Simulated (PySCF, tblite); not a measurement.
# C₆H₇FN radical: geometry, infrared bands and EPR parameters

Aim: predict the infrared bands and EPR parameters of C₆H₇FN radical (`[H]/N=C(\C=C)C/[C]=C\F`).

The runs use tblite 0.8.0 and PySCF 2.14.0, with density-fitted response routines of our own; the level of theory stands in each step. All values are computed, except where a source is named. Atoms are numbered from 0 throughout.

### 1 The starting structure

15 atoms, charge 0, multiplicity 2; geometry from: force field or distance geometry start.

Bonds of the start (Å): C0–C1 1.32, C1–C2 1.50, C2–N3 1.30, C2–C4 1.51, C4–C5 1.47, C5–C6 1.30, C6–F7 1.35, C0–H8 1.09, C0–H9 1.10, C1–H10 1.08, N3–H11 1.02, C4–H12 1.10, C4–H13 1.10, C6–H14 1.07.

### 2 Optimising the geometry with GFN2-xTB

The job: settings as JSON, then the geometry in Å.

```
{"job": {"kind": "relax", "xc": "GFN2-xTB", "basis": "xTB"}, "charge": 0, "multiplicity": 2}
C     -2.602100     0.482200     0.177700
C     -1.282900     0.542200     0.274500
C     -0.420900    -0.574800    -0.229900
N     -0.632000    -1.130900    -1.389300
C      0.737900    -1.014600     0.636800
C      1.870200    -0.091600     0.493700
C      2.867400     0.734000     0.373300
F      2.868200     1.937100     0.985200
H     -3.117900    -0.356100    -0.283600
H     -3.230000     1.285900     0.579500
H     -0.775800     1.356900     0.779900
H     -1.432800    -0.708800    -1.856300
H      0.403600    -1.057600     1.683100
H      1.039200    -2.027100     0.333900
H      3.703400     0.631300    -0.292700
```

On the command line:

```
$ OMP_NUM_THREADS=1 python probes_run.py task.json out
```

One launch serves the whole session: the jobs run in the order shown.

**Question.** This job is followed by: GFN2-xTB harmonic vibrations, gas phase; UKS B3LYP, pcH-1 on C F H N, non-relativistic, mean-field spin-orbit, GIAO. What will the session give for the following? strongest single infrared mode (GFN2-xTB); zero-point energy (GFN2-xTB); g(iso) (B3LYP); ⟨S²⟩; largest a(iso) (averaged by class); surface potential, 1st and 99th percentile.

The runs gave:

| quantity | value |
| --- | --- |
| strongest single infrared mode (GFN2-xTB) | 1704 cm⁻¹, 181 km/mol |
| zero-point energy (GFN2-xTB) | 69.4 kcal/mol |
| g(iso) (B3LYP) | 2.00183 |
| ⟨S²⟩ | 0.758 (exact 0.75) |
| largest a(iso) (averaged by class) | 19F on F7, 287.1 MHz |
| surface potential, 1st and 99th percentile | -1.70 V and 1.40 V |

What this shows: Over 127 steps the energy fell by 0.399 eV; of the close pairs, C2–N3 changed most, 1.303 to 1.259 Å. No mode is imaginary among the 39: a minimum at this level. The strongest single mode, at 1704 cm⁻¹, moves mainly C2 and N3. GFN2-xTB is a fitted tight-binding method: band positions and strengths are rough. Its intensities can rank the bands wrongly. Most of the unpaired spin sits on C5 (0.96 e). The isotropic g lies 0.5 ppt below the free-electron value.
